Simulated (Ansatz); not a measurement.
# BF2H3O: the cost of one run

Method: RKS B3LYP/6-31G*, in Ansatz 0.2.0.

## Step 1: Starting point

Bond lengths: B1–F2 1.670 Å, B1–O3 1.410 Å, O3–H4 1.010 Å, B1–F5 1.320 Å. Angles: F2–B1–O3 120.0°, F2–B1–F5 120.0°, O3–B1–F5 120.0°, B1–O3–H4 109.5°.

Coordinates:

```xyz
7

B     0.0000    0.0000    0.0000
F     0.0000    0.0000    1.6700
O     1.2211    0.0000   -0.7050
H     1.5209   -0.9519   -0.8599
F    -1.1431    0.0000   -0.6600
H     0.0668    1.4124    0.4698
H     0.0526    1.1131    1.3144
```

## Step 2: A restrained relaxation towards end A

Springs on the bonds that form and break draw the guess towards this end; the thresholds are loose.

Input file input.yaml:

```yaml
crystal:
  periodic: [false, false, false]
  atoms:
    - { symbol: B, position_ang: [0.0, 0.0, 0.0] }
    - { symbol: F, position_ang: [0.0, 0.0, 1.67] }
    - { symbol: O, position_ang: [1.2211, 0.0, -0.705] }
    - { symbol: H, position_ang: [1.5209, -0.9519, -0.8599] }
    - { symbol: F, position_ang: [-1.1431, 0.0, -0.66] }
    - { symbol: H, position_ang: [0.0668, 1.4124, 0.4698] }
    - { symbol: H, position_ang: [0.0526, 1.1131, 1.3144] }
basis:
  gaussian: { orbitals: "6-31G*" }
hamiltonian:
  xc: b3lyp
relax:
  f_tol: 0.15
  max_steps: 25
  restrain:
    - { distance: [0, 5], at: 2.39, k: 30.0 }
    - { distance: [6, 1], at: 2.12, k: 30.0 }
    - { distance: [0, 1], at: 1.32, k: 30.0 }
    - { distance: [6, 5], at: 0.66, k: 30.0 }
output:
  orbitals: {}
```

Launch:

```console
ansatz run input.yaml --threads 1 --pin off --max-ram 2048MiB --backend cpu --events-out ev --progress --plain --runs-dir out
```

**Question.** How long does this run take on 1 thread of Arm Neoverse V1, shared host, and how much memory does it need?

About 24 s, with a peak of 0.13 GiB.
